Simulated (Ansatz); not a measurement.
# CH₃BFNO: small, medium and large basis sets

An exercise on one series of results from a longer session: the logs are not shown, and one member is left open.

The runs use Ansatz 0.2.0, Gaussian basis; one geometry, several basis sets.

Levels to be run: PBE0-D4/def2-SVP; ωB97M-V/def2-SVP; PBE0-D4/def2-QZVPP; ωB97M-V/def2-QZVPP; the functionals' def2-TZVPP values are taken from earlier runs.

## The relaxed structure

An earlier PBE0-D4 in a triple-zeta def2 set relaxation fixed the geometry.

8 atoms, charge 0, spin multiplicity 1.

Atoms are counted from 1 here; the program's logs count them from 0.

Bond lengths: O1–C2 1.366 Å, O1–H6 0.965 Å, C2–F3 1.380 Å, C2–B4 1.539 Å, C2–N5 1.418 Å, B4–N5 1.362 Å, B4–H7 1.182 Å, N5–H8 1.008 Å. Angles: C2–O1–H6 108.6°, O1–C2–F3 108.8°, O1–C2–B4 125.8°, O1–C2–N5 120.7°, F3–C2–B4 122.1°, F3–C2–N5 113.7°, B4–C2–N5 54.7°, C2–B4–N5 58.2°, C2–B4–H7 157.9°, N5–B4–H7 144.0°, C2–N5–B4 67.2°, C2–N5–H8 137.9°, B4–N5–H8 154.9°.

The first run:

The input, in.yaml:

```yaml
crystal:
  periodic: [false, false, false]
  atoms:
    - {symbol: O, position_ang: [0.033888, 1.390710, 0.753994]}
    - {symbol: C, position_ang: [0.378583, 0.245219, 0.095235]}
    - {symbol: F, position_ang: [1.509268, 0.489522, -0.658085]}
    - {symbol: B, position_ang: [-0.057012, -1.180217, 0.478477]}
    - {symbol: N, position_ang: [-0.602151, -0.523370, -0.582662]}
    - {symbol: H, position_ang: [0.121475, 2.134061, 0.144941]}
    - {symbol: H, position_ang: [-0.076632, -2.192089, 1.088801]}
    - {symbol: H, position_ang: [-1.215316, -0.420835, -1.376402]}
basis:
  gaussian: {orbitals: def2-SVP}
hamiltonian: {xc: pbe0, dispersion: d4}
output: {orbitals: {seedname: orbitals}}
```

Run with:

```sh
> ansatz run in.yaml --threads 2 --pin off --events-out ev --progress --plain --max-ram 4352MiB
```

Steps of the session up to this table: PBE0-D4 in def2-SVP; ωB97M-V in def2-SVP; PBE0-D4 in def2-QZVPP; ωB97M-V in def2-QZVPP.

One table of the session follows, with a row left open; its other results are not shown here.

It belongs to the step «Functionals by basis». 

```
functional       basis  HOMO (eV)  LUMO (eV)
   PBE0-D4    def2-SVP      -7.66       0.03
   PBE0-D4  def2-TZVPP      -7.83      -0.26
   PBE0-D4  def2-QZVPP      -7.88      -0.35
   ωB97M-V    def2-SVP          ?          ?
   ωB97M-V  def2-TZVPP     -10.14       1.66
   ωB97M-V  def2-QZVPP     -10.19       1.42
```

Estimate the missing values for ωB97M-V, def2-SVP.

**Answer.** HOMO (eV): -9.95; LUMO (eV): 2.15. In the column «HOMO (eV)» it lies between ωB97M-V, def2-TZVPP (-10.14) and PBE0-D4, def2-QZVPP (-7.88).
